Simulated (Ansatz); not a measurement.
# MoRh3: a Rh atom hops into a vacancy

Program: Ansatz 0.2.0. Level of theory: DFT LDA, plane waves, PAW, scalar-relativistic, no spin polarisation. These are calculated values, not measurements.

### Step 1. The starting structure

The cell holds 15 atoms (Mo4Rh11): a = 5.542 Å, b = 5.542 Å, c = 8.837 Å, α = 90.00°, β = 90.00°, γ = 60.00°.

The empty site lies at (1.38, 3.99, 3.34) Å, and Rh14 starts at (1.39, 5.61, 5.50) Å. All atoms were shaken by about 0.02 Å to break the symmetry.

Structure file:

```xyz
15
Lattice="2.7710 4.7995 0.0000 -2.7710 4.7995 0.0000 0.0000 0.0000 8.8370" Properties=species:S:1:pos:R:3 pbc="T T T"
Mo    0.0263    3.1901    1.1146
Mo   -0.0147    6.3972    3.2937
Rh    0.0003    7.9779    1.1338
Rh   -1.3924    3.9610    3.3127
Rh   -1.3576    5.6106    1.1216
Rh   -0.0126    1.6144    3.3515
Rh    1.3885    5.5940    1.1127
Mo    0.0060    3.2164    5.5366
Mo   -0.0029    6.3799    7.7477
Rh    0.0038    7.9953    5.5364
Rh   -1.3976    4.0064    7.7199
Rh   -1.3977    5.6102    5.5447
Rh    0.0023    1.6626    7.7520
Rh    1.3914    5.6144    5.4997
Rh    1.3913    3.9925    7.7344
```

### Step 2. Nudged elastic band

crystal.atoms is the first end and neb.final_atoms the second, which differs in Rh14 alone.

Input file input.yaml:

```yaml
crystal:
  lattice:
    - [2.770973, 4.799461, 0.0]
    - [-2.770973, 4.799461, 0.0]
    - [0.0, 0.0, 8.837048]
  atoms:
    - { symbol: Mo, position: [0.33707768, 0.32759588, 0.12612983] }
    - { symbol: Mo, position: [0.66380001, 0.66910657, 0.372712] }
    - { symbol: Rh, position: [0.83117183, 0.83107624, 0.12829714] }
    - { symbol: Rh, position: [0.16139506, 0.66390681, 0.37486445] }
    - { symbol: Rh, position: [0.33953004, 0.8294666, 0.12691592] }
    - { symbol: Rh, position: [0.1659079, 0.17045458, 0.37925721] }
    - { symbol: Rh, position: [0.83331266, 0.33223436, 0.12591535] }
    - { symbol: Mo, position: [0.33616647, 0.33400113, 0.62651971] }
    - { symbol: Mo, position: [0.66411721, 0.66517367, 0.87672803] }
    - { symbol: Rh, position: [0.83361721, 0.83225504, 0.62649332] }
    - { symbol: Rh, position: [0.16519484, 0.66955516, 0.87358134] }
    - { symbol: Rh, position: [0.33226276, 0.83666042, 0.62743917] }
    - { symbol: Rh, position: [0.1736304, 0.17279346, 0.87721809] }
    - { symbol: Rh, position: [0.83596201, 0.33382902, 0.62234617] }
    - { symbol: Rh, position: [0.66698314, 0.16487869, 0.87522823] }
kpoints:
  mp_grid: { grid: [3, 3, 2] }
magnetization:
  spin_polarized: false
scf:
  occupations: { method: gaussian, width: 0.1 }
hamiltonian:
  pseudopotentials: { kind: paw }
  xc: lda
basis:
  ecutwfc: 420
neb:
  images: 5
  relax_end_points: true
  climbing: true
  f_tol: 0.05
  max_iterations: 40
  order_check: false
  final_atoms:
    - { symbol: Mo, position: [0.33707768, 0.32759588, 0.12612983] }
    - { symbol: Mo, position: [0.66380001, 0.66910657, 0.372712] }
    - { symbol: Rh, position: [0.83117183, 0.83107624, 0.12829714] }
    - { symbol: Rh, position: [0.16139506, 0.66390681, 0.37486445] }
    - { symbol: Rh, position: [0.33953004, 0.8294666, 0.12691592] }
    - { symbol: Rh, position: [0.1659079, 0.17045458, 0.37925721] }
    - { symbol: Rh, position: [0.83331266, 0.33223436, 0.12591535] }
    - { symbol: Mo, position: [0.33616647, 0.33400113, 0.62651971] }
    - { symbol: Mo, position: [0.66411721, 0.66517367, 0.87672803] }
    - { symbol: Rh, position: [0.83361721, 0.83225504, 0.62649332] }
    - { symbol: Rh, position: [0.16519484, 0.66955516, 0.87358134] }
    - { symbol: Rh, position: [0.33226276, 0.83666042, 0.62743917] }
    - { symbol: Rh, position: [0.1736304, 0.17279346, 0.87721809] }
    - { symbol: Rh, position: [0.66434284, 0.16790918, 0.37821084] }
    - { symbol: Rh, position: [0.66698314, 0.16487869, 0.87522823] }
```

The run is started by

```sh
ansatz run input.yaml --threads 4 --pin off --max-ram 8192MiB --backend cpu --events-out ev --progress --plain --runs-dir out
```

Q: Estimate wall time and peak memory on 4 threads of Arm Neoverse V1, shared host.

About 7.8 min, with a peak of 2.1 GiB.
